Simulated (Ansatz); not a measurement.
**C9H5FeNO4: one species, many methods**

The task here is to estimate one member of a computed series from the others.

The runs use Ansatz 0.2.0, Gaussian basis; functionals in def2-TZVPP, the program's frozen cores in correlated methods.

Plan: LDA (SPW92), PBE-D4, revPBE-D4, BLYP-D4, r2SCAN-D4, B97M-V, PBE0-D4, B3LYP-D4, r2SCANh-D4, r2SCAN0-D4, HSE06-D4, BHLYP-D4, CAM-B3LYP-D4, LC-ωPBE, ωB97X-V, ωB97M-V, B2PLYP, PBE-QIDH; CCSD(T)/def2-SVP; CCSD(T)/def2-TZVPP; MP2/def2-QZVPP; extrapolation to the limit; RPA on PBE.

## The relaxed structure

All runs share one geometry, relaxed beforehand with PBE0-D4 in a triple-zeta def2 set.

20 atoms, charge 0, spin multiplicity 1.

Atoms are counted from 1 here; the program's logs count them from 0.

Bond lengths: O1–C2 1.139 Å, C2–Fe3 1.796 Å, Fe3–C4 1.762 Å, Fe3–C6 1.762 Å, Fe3–C8 1.796 Å, Fe3–N10 2.052 Å, C4–O5 1.147 Å, C6–O7 1.147 Å, C8–O9 1.139 Å, N10–C11 1.336 Å, N10–C15 1.336 Å, C11–C12 1.383 Å, C11–H16 1.082 Å, C12–C13 1.384 Å, C12–H17 1.082 Å, C13–C14 1.384 Å, C13–H18 1.084 Å, C14–C15 1.383 Å and more. Angles: O1–C2–Fe3 180.0°, C2–Fe3–C4 89.8°, C2–Fe3–C6 89.8°, C2–Fe3–C8 179.4°, C2–Fe3–N10 90.3°, C4–Fe3–C6 121.3°, C4–Fe3–C8 89.9°, C4–Fe3–N10 119.3°, C6–Fe3–C8 89.8°, C6–Fe3–N10 119.3°, C8–Fe3–N10 90.3°, Fe3–C4–O5 175.8°, Fe3–C6–O7 175.8°, Fe3–C8–O9 180.0°, Fe3–N10–C11 120.9°, Fe3–N10–C15 120.9°, C11–N10–C15 118.1°, N10–C11–C12 122.7° and more.

Set-up of the first run:

in.yaml

```yaml
crystal:
  periodic: [false, false, false]
  atoms:
    - {symbol: O, position_ang: [2.652722, -0.040691, -2.179175]}
    - {symbol: C, position_ang: [1.606211, 0.327937, -1.919811]}
    - {symbol: Fe, position_ang: [-0.043577, 0.909236, -1.511020]}
    - {symbol: C, position_ang: [-0.670917, 0.136957, -2.965538]}
    - {symbol: O, position_ang: [-1.063926, -0.294492, -3.953169]}
    - {symbol: C, position_ang: [0.541078, 2.571509, -1.535561]}
    - {symbol: O, position_ang: [0.902749, 3.655828, -1.632857]}
    - {symbol: C, position_ang: [-1.693831, 1.500588, -1.118896]}
    - {symbol: O, position_ang: [-2.740642, 1.875675, -0.870225]}
    - {symbol: N, position_ang: [0.007191, -0.148244, 0.246280]}
    - {symbol: C, position_ang: [-0.433762, -1.408250, 0.302946]}
    - {symbol: C, position_ang: [-0.417128, -2.154814, 1.466549]}
    - {symbol: C, position_ang: [0.075645, -1.579621, 2.625154]}
    - {symbol: C, position_ang: [0.533515, -0.274470, 2.570601]}
    - {symbol: C, position_ang: [0.482017, 0.403490, 1.366723]}
    - {symbol: H, position_ang: [-0.810102, -1.819197, -0.624734]}
    - {symbol: H, position_ang: [-0.787698, -3.171751, 1.452906]}
    - {symbol: H, position_ang: [0.102337, -2.138088, 3.553312]}
    - {symbol: H, position_ang: [0.928904, 0.223629, 3.446520]}
    - {symbol: H, position_ang: [0.829214, 1.424781, 1.280003]}
basis:
  gaussian: {orbitals: def2-TZVPP}
hamiltonian: {xc: lda}
output: {orbitals: {seedname: orbitals}}
```

On the command line:

```
$ ansatz run in.yaml --threads 11 --pin off --events-out ev --progress --plain --max-ram 110592MiB --backend cuda --devices 0, --max-vram 75GiB
```

Among the steps run: LDA; PBE-D4 (GGA); revPBE-D4 (GGA); BLYP-D4 (GGA); r2SCAN-D4 (meta-GGA); B97M-V (meta-GGA); B3LYP-D4 (hybrid); r2SCANh-D4 (hybrid); r2SCAN0-D4 (hybrid); HSE06-D4 (hybrid); BHLYP-D4 (hybrid); CAM-B3LYP-D4 (range-separated); LC-ωPBE (range-separated); ωB97X-V (range-separated); ωB97M-V (range-separated); B2PLYP (double hybrid); PBE-QIDH (double hybrid).

One table of the session follows, with a row left open; its other results are not shown here.

It belongs to the step «Frontier levels by functional». 

| functional | HOMO (eV) | LUMO (eV) | gap (eV) |
| --- | --- | --- | --- |
| LDA (SPW92) | -5.01 | -3.10 | 1.91 |
| PBE-D4 | -4.72 | -2.84 | 1.88 |
| revPBE-D4 | -4.61 | -2.74 | 1.87 |
| BLYP-D4 | -4.56 | -2.69 | 1.86 |
| r2SCAN-D4 | -4.85 | -2.72 | 2.14 |
| B97M-V | ? | ? | ? |
| PBE0-D4 | -5.89 | -1.92 | 3.97 |
| B3LYP-D4 | -5.65 | -2.12 | 3.53 |
| r2SCANh-D4 | -5.31 | -2.37 | 2.94 |
| r2SCAN0-D4 | -6.04 | -1.86 | 4.18 |
| HSE06-D4 | -5.50 | -2.30 | 3.20 |
| BHLYP-D4 | -6.86 | -0.87 | 5.98 |
| CAM-B3LYP-D4 | -7.15 | -0.82 | 6.33 |
| LC-ωPBE | -8.35 | 0.23 | 8.58 |
| ωB97X-V | -8.08 | 0.23 | 8.31 |
| ωB97M-V | -8.06 | 0.18 | 8.24 |

Q: Estimate the row for B97M-V from the others.

As computed: HOMO (eV): -4.75; LUMO (eV): -2.64; gap (eV): 2.11. In the column «HOMO (eV)» it lies between r2SCAN-D4 (-4.85) and PBE-D4 (-4.72).
